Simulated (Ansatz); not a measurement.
**C₃H₁₀OSi: a ladder of functionals and wavefunction methods**

Aim: compute C₃H₁₀OSi with functionals from several rungs and with coupled cluster. The yardstick is the atomisation energy at the CCSD(T) limit.

Computed with Ansatz 0.2.0, Gaussian basis. Level: functionals in def2-TZVPP, the program's frozen cores in correlated methods.

Plan: PBE-D4, r2SCAN-D4, PBE0-D4, B3LYP-D4, ωB97X-V, ωB97M-V, B2PLYP; CCSD(T)/def2-TZVPP; MP2/def2-QZVPP; extrapolation to the limit.

**1. The geometry**

All runs share one geometry, relaxed beforehand with PBE0-D4 in a triple-zeta def2 set.

15 atoms, charge 0, spin multiplicity 1.

Atoms are counted from 1 here; the program's logs count them from 0.

Bond lengths: C1–C2 1.512 Å, C1–H6 1.092 Å, C1–H7 1.093 Å, C1–H8 1.092 Å, C2–O3 1.413 Å, C2–H9 1.094 Å, C2–H10 1.099 Å, O3–Si4 1.645 Å, Si4–C5 1.856 Å, Si4–H11 1.493 Å, Si4–H12 1.493 Å, C5–H13 1.092 Å, C5–H14 1.092 Å, C5–H15 1.093 Å. Angles: C2–C1–H6 110.4°, C2–C1–H7 110.4°, C2–C1–H8 111.2°, H6–C1–H7 108.4°, H6–C1–H8 108.2°, H7–C1–H8 108.2°, C1–C2–O3 111.8°, C1–C2–H9 110.2°, C1–C2–H10 110.3°, O3–C2–H9 107.0°, O3–C2–H10 110.4°, H9–C2–H10 107.0°, C2–O3–Si4 123.9°, O3–Si4–C5 107.4°, O3–Si4–H11 111.1°, O3–Si4–H12 109.2°, C5–Si4–H11 110.4°, C5–Si4–H12 111.6° and more.

As a file:

```xyz
15
C3H10OSi
C     1.8159    1.4744   -0.3651
C     1.0675    0.4050   -1.1286
O     0.3857   -0.4797   -0.2624
Si   -1.1554   -0.2446    0.2623
C    -1.6654   -1.7697    1.1880
H     2.5233    1.0200    0.3314
H     2.3723    2.1148   -1.0544
H     1.1300    2.1040    0.2062
H     1.7664   -0.1981   -1.7162
H     0.3646    0.8641   -1.8377
H    -1.2465    0.9561    1.1450
H    -2.0411    0.0077   -0.9134
H    -1.6251   -2.6484    0.5409
H    -1.0055   -1.9410    2.0413
H    -2.6869   -1.6645    1.5627
```

**2. PBE-D4 (GGA)**

in.yaml reads:

```yaml
crystal:
  periodic: [false, false, false]
  atoms:
    - {symbol: C, position_ang: [1.815917, 1.474354, -0.365070]}
    - {symbol: C, position_ang: [1.067545, 0.405012, -1.128627]}
    - {symbol: O, position_ang: [0.385731, -0.479677, -0.262440]}
    - {symbol: Si, position_ang: [-1.155383, -0.244622, 0.262265]}
    - {symbol: C, position_ang: [-1.665376, -1.769733, 1.188022]}
    - {symbol: H, position_ang: [2.523343, 1.019985, 0.331444]}
    - {symbol: H, position_ang: [2.372267, 2.114765, -1.054357]}
    - {symbol: H, position_ang: [1.130012, 2.104037, 0.206191]}
    - {symbol: H, position_ang: [1.766357, -0.198094, -1.716176]}
    - {symbol: H, position_ang: [0.364626, 0.864108, -1.837660]}
    - {symbol: H, position_ang: [-1.246481, 0.956051, 1.144958]}
    - {symbol: H, position_ang: [-2.041094, 0.007693, -0.913389]}
    - {symbol: H, position_ang: [-1.625122, -2.648393, 0.540877]}
    - {symbol: H, position_ang: [-1.005462, -1.940958, 2.041307]}
    - {symbol: H, position_ang: [-2.686880, -1.664546, 1.562654]}
basis:
  gaussian: {orbitals: def2-TZVPP}
hamiltonian: {xc: pbe, dispersion: d4}
output: {forces: true, orbitals: {seedname: orbitals}}
```

Run with:

```
$ ansatz run in.yaml --threads 2 --pin off --events-out ev --progress --plain --max-ram 32768MiB --backend cuda --devices 0, --max-vram 18GiB
```

Further steps of the session: r2SCAN-D4 (meta-GGA); PBE0-D4 (hybrid); B3LYP-D4 (hybrid); ωB97X-V (range-separated); ωB97M-V (range-separated); B2PLYP (double hybrid); CCSD(T) in def2-TZVPP; MP2 in def2-QZVPP.

Q: Predict the results of all the runs planned. Wanted: atomisation energy, CCSD(T)/CBS; farthest; mean size of error, hybrid; mean size of error, range-separated; gap, smallest and largest; T1 diagnostic; triples share of the correlation energy.

The runs gave:

| quantity | value |
| --- | --- |
| atomisation energy, CCSD(T)/CBS | 1348.5 kcal/mol |
| functionals within 6.7 kcal/mol (0.5 %) | r2SCAN-D4, PBE0-D4, B3LYP-D4, ωB97X-V, ωB97M-V |
| farthest | B2PLYP (-14.6 kcal/mol) |
| mean size of error, hybrid | 2.0 kcal/mol |
| mean size of error, range-separated | 2.0 kcal/mol |
| gap, smallest and largest | 6.36 eV (PBE-D4), 13.06 eV (ωB97X-V) |
| T1 diagnostic | 0.0103 |
| triples share of the correlation energy | 3.5 % |

PBE-D4 is off by +11.2 kcal/mol. Double hybrids carry the basis error of their MP2 part in triple zeta, and no dispersion term here, so their miss is partly the set-up's. Misses under about 6.7 kcal/mol are within the doubt on the reference itself, which lacks core-valence correlation, relativity and higher excitations. Hartree-Fock recovers 75 % of the binding; the rest is correlation. The gap grows from 6.4 to 13.1 eV across the functionals, mostly with the share of exact exchange.
